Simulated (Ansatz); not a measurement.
Here is an Ansatz input file for MgZn₂, space group P-62m. Write the same calculation for the Python package.

```yaml
crystal:
  lattice:
    - [4.972787, 0.0, 0.0]
    - [-2.486394, 4.30656, 0.0]
    - [0.0, 0.0, 4.772897]
  atoms:
    - { symbol: Mg, position: [0.666667, 0.333333, 0.5] }
    - { symbol: Mg, position: [0.333333, 0.666667, 0.5] }
    - { symbol: Zn, position: [0.0, 0.31962, 0.0] }
    - { symbol: Zn, position: [0.68038, 0.68038, 0.0] }
    - { symbol: Zn, position: [0.31962, 0.0, 0.0] }
    - { symbol: Zn, position: [0.0, 0.0, 0.5] }
kpoints:
  mp_grid: { kspacing: 0.3 }
hamiltonian:
  xc: lda
scf:
  occupations: { method: cold, width: 0.15 }
basis:
  ecutwfc: "38 Ry"
output:
  forces: true
```

Launched from the shell:
```console
$ ansatz run input.yaml --threads 1 --pin off --max-ram 3072MiB --backend cpu --events-out ev --progress --plain --runs-dir out
Warning: the atoms were moved onto the symmetric positions of the space group found under crystal.symmetry.tolerance 1.0e-5 (fractional; no operation is sought that the atoms, as they stand in a round, miss by more than twice it, and no atom is moved by as much as it), and the run uses the moved positions. Before a round's move an operation carried an atom to 4.97e-6 Å from where it should land, [...]
Engine: ansatz 0.2.0, aarch64-unknown-linux-gnu
Pseudopotentials: kind: paw
Pseudopotential: Mg, paw, valence charge 10, recommended cutoff 420 eV (normal), Mg.paw.azcp
Pseudopotential: Zn, paw, valence charge 12, recommended cutoff 420 eV (normal), Zn.paw.azcp
Functional definition: SPW92
  exchange = slater_x
  correlation = pw_c
Crystal: 6 atoms, lattice volume = 102.214 Å³
Basis set: ecut = 517.016338673772 eV, 2687 PW (Γ)
Bands: 40, of which v1, the nominal top of the filled ones, is band 34 counted from 1 (33 counted from 0)
Symmetry: 12 space group operations
Space group: P-62m (ITA 189), of the structure as read, at distance tolerance 4.7e-5 Å
k-points: 15 of 125 (time reversal used)
Non-local potential: Mg, projectors of the file, l = 0: 3, l = 1: 2, l = 2: 1
Non-local potential: Zn, projectors of the file, l = 0: 2, l = 1: 2, l = 2: 3, l = 3: 1
PAW form: soft (Blöchl's): semilocal exchange-correlation on the pseudo side does not see the compensation charge
PAW frozen core: Mg, regenerated for the run's functional, and the local potential with it (the file was generated under x = pbe(κ = 0.804, μ = 0.2195149727645171), c = pbe(β = 0.06672455060314922))
PAW frozen core: Zn, regenerated for the run's functional, and the local potential with it (the file was generated under x = pbe(κ = 0.804, μ = 0.2195149727645171), c = pbe(β = 0.06672455060314922))
PAW one-centre angular grid: Mg, 110 points (default); XC on 64 Gauss nodes
PAW one-centre angular grid: Zn, 590 points (default); XC on 64 Gauss nodes
Initial density: superposition of atomic densities (neutral atoms: chi_scale 0, normalization atom), corrected by the library's trained network
Initial wavefunctions: pseudopotential atomic-orbital guess
Functional: x = slater, c = lda
SCF iter   1: F=—  HF=-16788.102934 eV  |F-HF|=—  |Δ(HF+E_count)|=         —  Δρ=6.67e-3  dr2=4.38e-2  ethr=1.77e-3  ⟨swp⟩=8.8  Hψ=2626  notcnv=0
preconditioner: auto → Kerker (q_TF=auto, 2.549 Å⁻¹)  [metal: Δε(μ)=0.102 eV  Ē_g=9.379 eV  σ=0.150 eV  W_gap=0.44  n_scr=26 (ndim 8)  ℏωp=26.5 eV  f_vac=0.000  D(μ)=1.63/eV (n_scr^D=8)]
SCF iter   2: F=—  HF=-16788.087784 eV  |F-HF|=—  |Δ(HF+E_count)|=   1.51e-2  S|Δr|=    0.00e0  Δρ=3.10e-3  dr2=1.89e-2  ethr=6.44e-5  ⟨swp⟩=2.0  Hψ=861  notcnv=0
SCF iter   3: F=—  HF=-16788.083345 eV  |F-HF|=—  |Δ(HF+E_count)|=   4.44e-3  S|Δr|=    0.00e0  Δρ=1.89e-3  dr2=3.70e-3  ethr=2.78e-5  ⟨swp⟩=2.7  Hψ=1075  notcnv=0
SCF iter   4: F=—  HF=-16788.082172 eV  |F-HF|=—  |Δ(HF+E_count)|=   1.17e-3  S|Δr|=    0.00e0  Δρ=8.06e-4  dr2=1.34e-3  ethr=5.45e-6  ⟨swp⟩=2.0  Hψ=971  notcnv=0
SCF iter   5: F=—  HF=-16788.081660 eV  |F-HF|=—  |Δ(HF+E_count)|=   5.11e-4  S|Δr|=    0.00e0  Δρ=2.03e-4  dr2=4.97e-5  ethr=1.97e-6  ⟨swp⟩=2.2  Hψ=975  notcnv=0
SCF iter   6: F=—  HF=-16788.081653 eV  |F-HF|=—  |Δ(HF+E_count)|=   7.16e-6  S|Δr|=    0.00e0  Δρ=9.25e-5  dr2=5.89e-6  ethr=7.31e-8  ⟨swp⟩=2.1  Hψ=1026  notcnv=0  defer=1
SCF iter   7: F=—  HF=-16788.081652 eV  |F-HF|=—  |Δ(HF+E_count)|=   1.26e-6  S|Δr|=    0.00e0  Δρ=6.02e-5  dr2=2.68e-6  ethr=8.66e-9  ⟨swp⟩=2.0  Hψ=1042  notcnv=0  defer=1
SCF iter   8: F=—  HF=-16788.081650 eV  |F-HF|=—  |Δ(HF+E_count)|=   1.55e-6  S|Δr|=    0.00e0  Δρ=1.12e-5  dr2=1.28e-7  ethr=3.93e-9  ⟨swp⟩=2.1  Hψ=967  notcnv=0  defer=1
SCF iter   9: F=-16788.081650 eV  HF=-16788.081650 eV  |F-HF|=9.68e-9  |Δ(HF+E_count)|=   8.26e-8  S|Δr|=    0.00e0  Δρ=4.91e-6  dr2=2.00e-8  ethr=1.50e-10  ⟨swp⟩=4.9  Hψ=2343  notcnv=0
SCF 1 converged in 9 iterations: F = -16788.081650 eV  dr2 = 2.00e-8
  greatest PAW one-centre occupation: 1.000 electrons in one spin orbital (limit 2), on the Mg atom at site 1 (counted from 0), in its partial waves of l = 1
SCF converged after 9 iterations
Stability not checked: this state was not tested for a lower state beside it, because cold or Methfessel-Paxton smearing, or corrected tetrahedra, fill the levels in a way that the test cannot read (fill_not_monotonic; see scf.lower_state_search)
Free energy (F): -16788.081650 eV
Harris-Foulkes:  -16788.081650 eV  (|F-HF|=9.68e-9)
Internal energy: -16788.074681 eV  (E = F + TS)
E sigma→0 (E₀):  -16788.079327 eV
Entropy (-TS):   -0.006969 eV (-1.162 meV/atom)
Fermi energy:    8.954788 eV
--- Per-component energies (eV) ---
  E_band       = -555.761466
  E_kinetic    = 676.956995
  E_local      = -9488.079900  (includes V_loc(G=0)·N_el)
  E_nonlocal   = 2645.447328
  E_hartree    = 3764.168358
  E_xc         = -600.726556
  E_vxc        = -290.010786  (∫ρ·V_xc dr)
  E_paw        = -7554.744597  (= ΣΔE_a)
  E_vpaw       = -1628.403860  (= ΣTr[D̂ρ^β])
  E_aug_tail   = 0.000050  (compensation charges beyond the density's cutoff)
  E_ewald      = -6237.625885
  E_core_change = 6.529524  (= ΣΔE_core)
  E_smearing   = -0.006969  (= −TS)
  E_closure    = 0.000000  (closes the sum)
  Σ components = -16788.081650   (vs F -16788.081650, Δ=0.00e0)
--- Forces (eV/Å), atoms counted from 1 ---
  atom   1  Mg    -0.00000000    -0.00000000     0.00000000
  atom   2  Mg    -0.00000000     0.00000000     0.00000000
  atom   3  Zn     0.06827550    -0.11825662     0.00000000
  atom   4  Zn     0.06827549     0.11825663     0.00000000
  atom   5  Zn    -0.13655099    -0.00000001     0.00000000
  atom   6  Zn     0.00000000    -0.00000000     0.00000000
  max |Σ_I F_I| component: 1.85e-16 eV/Å
```

`deck_mgzn2.py`
```python
'''MgZn2 from an input typed as a mapping.'''

import ansatz as az

settings = {
    'crystal': {
        'lattice': [[4.972787, 0.0, 0.0], [-2.486394, 4.30656, 0.0], [0.0, 0.0, 4.772897]],
        'atoms': [
            {'symbol': 'Mg', 'position': [0.666667, 0.333333, 0.5]},
            {'symbol': 'Mg', 'position': [0.333333, 0.666667, 0.5]},
            {'symbol': 'Zn', 'position': [0.0, 0.31962, 0.0]},
            {'symbol': 'Zn', 'position': [0.68038, 0.68038, 0.0]},
            {'symbol': 'Zn', 'position': [0.31962, 0.0, 0.0]},
            {'symbol': 'Zn', 'position': [0.0, 0.0, 0.5]},
        ],
    },
    'kpoints': {'mp_grid': {'kspacing': 0.3}},
    'hamiltonian': {'xc': 'lda'},
    'scf': {'occupations': {'method': 'cold', 'width': 0.15}},
    'basis': {'ecutwfc': '38 Ry'},
    'output': {'forces': True},
}

outcome = az.Session.from_dict(settings).plan(threads=1).execute()
rep = outcome.report

for key in ('converged', 'n_iterations', 'n_electrons', 'n_kpoints', 'n_pw', 'n_symmetry_ops', 'free_energy_ev', 'fermi_energy_ev'):
    print(f'{key:18s} {rep[key]}')

# forces, one row an atom
print('forces (eV/A)')
for site, force in zip(outcome.lattice.sites, rep['forces_ev_ang']):
    print(f'  {site.symbol:2s} {force[0]:9.4f} {force[1]:9.4f} {force[2]:9.4f}')
```

```console
$ python deck_mgzn2.py
DeckWarning: the atoms were moved onto the symmetric positions of the space group found under crystal.symmetry.tolerance 1.0e-5 (fractional; no operation is sought that the atoms, as they stand in a [...]
converged          True
n_iterations       9
n_electrons        68.0
n_kpoints          15
n_pw               2687
n_symmetry_ops     12
free_energy_ev     -16788.081650367487
fermi_energy_ev    8.954787976388193
forces (eV/A)
  Mg   -0.0000   -0.0000    0.0000
  Mg   -0.0000    0.0000    0.0000
  Zn    0.0683   -0.1183    0.0000
  Zn    0.0683    0.1183    0.0000
  Zn   -0.1366   -0.0000    0.0000
  Zn   -0.0000   -0.0000    0.0000
```
(Warnings from the package without file and line, shortened, repeats left out.)

What to keep in mind:
- Total energies depend on the potentials; only differences at equal settings carry meaning. A total without «per atom» is that of the cell as typed.
- For a metal this k-point mesh is coarse: on a finer one energies can move by several to tens of meV an atom and pressures by half a GPa or more, differences at one mesh by less.
- Only differences from the Fermi energy are physical; the zero of the scale is a convention.
- This cell is a computed structure, which may not be the phase found in nature.
- Finished in 6.9 s on 1 thread of Arm Neoverse V2, with other jobs on the host, peak memory 0.39 GiB.

(Lines on the test bed's own set-up are left out of the output.)
